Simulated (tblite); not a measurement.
# C4H12O3Si (methyltrimethoxysilane): the cost of one run

Computed with tblite 0.8.0 and PySCF 2.14.0 and routines of our own; the level stands in each step. Atoms count from 0.

### 1 The starting structure

20 atoms, charge 0, multiplicity 1; geometry from: start built from the parent or by distance geometry.

### 2 Relaxing the molecule with GFN2-xTB

What the job is given:

```
{"job": {"kind": "relax", "xc": "GFN2-xTB", "basis": "xTB"}, "charge": 0, "multiplicity": 1}
C     -2.038300    -1.364000     0.951600
O     -1.627300    -0.224000     0.189600
Si     0.037300    -0.044700    -0.047900
C      0.578700    -1.068800    -1.514100
O      0.312200     1.574500    -0.337900
C     -0.624100     2.302200    -1.147400
O      0.833300    -0.466900     1.329000
C      2.142300     0.063600     1.566100
H     -1.705500    -1.309100     1.995800
H     -3.158500    -1.357200     0.968300
H     -1.731700    -2.301200     0.491600
H      0.403300    -2.152100    -1.292700
H      0.022400    -0.815700    -2.386100
H      1.656100    -0.941900    -1.694500
H     -0.749900     1.866800    -2.127200
H     -1.586800     2.395100    -0.610600
H     -0.216600     3.320500    -1.280200
H      2.524200    -0.407000     2.473000
H      2.810900    -0.191200     0.749300
H      2.107600     1.142600     1.718200
```

Run with:

```console
> OMP_NUM_THREADS=1 python redox_run.py task.json out
```

One launch serves the whole session: the jobs run in the order shown.

Q: Estimate the wall time of this first job on 1 thread of Arm Neoverse V2, shared host.

About 2.1 s.
